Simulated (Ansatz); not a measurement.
# Ti3O: the cost of one run

Program: Ansatz 0.2.0. Level of theory: DFT r2SCAN, scalar-relativistic, plane waves, PAW. These are calculated values, not measurements.

1 further run of the same task is left out (set aside as unsound or not needed).

### Step 1. The system as given

Symmetry: P6_3/mcm, No. 193, hexagonal system. Conventional cell: a = 5.129 Å, b = 5.129 Å, c = 4.854 Å, α = 90.00°, β = 90.00°, γ = 120.00°. Around Ti (site symmetry m2m) lie 2 O at 2.08 Å. O (site symmetry -3m) is surrounded by 6 Ti at 2.08 Å.

Structure file:

```cif
data_structure
_symmetry_space_group_name_H-M 'P6_3/mcm'
_symmetry_Int_Tables_number 193
_cell_length_a 5.1286
_cell_length_b 5.1286
_cell_length_c 4.8541
_cell_angle_alpha 90.000
_cell_angle_beta 90.000
_cell_angle_gamma 120.000
_cell_volume 110.57
loop_
_atom_site_label
_atom_site_type_symbol
_atom_site_symmetry_multiplicity
_atom_site_Wyckoff_symbol
_atom_site_fract_x
_atom_site_fract_y
_atom_site_fract_z
_atom_site_occupancy
Ti1 Ti 6 g 0.00000 0.67171 0.75000 1
O1 O 2 b 0.00000 0.00000 0.50000 1
```

It goes back to an entry of the Materials Project, which need not be the stable form.

It is the result of an earlier relaxation at this level (volume 13.82 Å³/atom; gap on the mesh: none (metal)).

### Step 2. The undisturbed cell

Input file input.yaml:

```yaml
crystal:
  lattice:
    - [5.1285676731, 0.0, 0.0]
    - [-2.5642838366, 4.4414698899, 0.0]
    - [0.0, 0.0, 4.8541069961]
  atoms:
    - { symbol: Ti, position: [0.0, 0.6717102446, 0.75] }
    - { symbol: Ti, position: [0.0, 0.3282897554, 0.25] }
    - { symbol: Ti, position: [0.6717102446, 0.0, 0.75] }
    - { symbol: Ti, position: [0.6717102446, 0.6717102446, 0.25] }
    - { symbol: Ti, position: [0.3282897554, 0.3282897554, 0.75] }
    - { symbol: Ti, position: [0.3282897554, 0.0, 0.25] }
    - { symbol: O, position: [0.0, 0.0, 0.5] }
    - { symbol: O, position: [0.0, 0.0, 0.0] }
basis:
  ecutwfc: 500
kpoints:
  mp_grid: { grid: [12, 12, 8] }
hamiltonian:
  xc: r2scan
scf:
  occupations: { method: gaussian, width: 0.15 }
output:
  forces: true
  stress: true
  eigenvalues: true
  write_density: true
  write_potential: true
  elf: true
  volumetric_format: npy
```

Started as:

```bash
> ansatz run input.yaml --threads 2 --pin off --max-ram 5120MiB --backend cpu --events-out ev --progress --plain --runs-dir out
```

Q: Estimate wall time and peak memory on 2 threads of Arm Neoverse V2, shared host.

About 50 s, with a peak of 0.91 GiB.
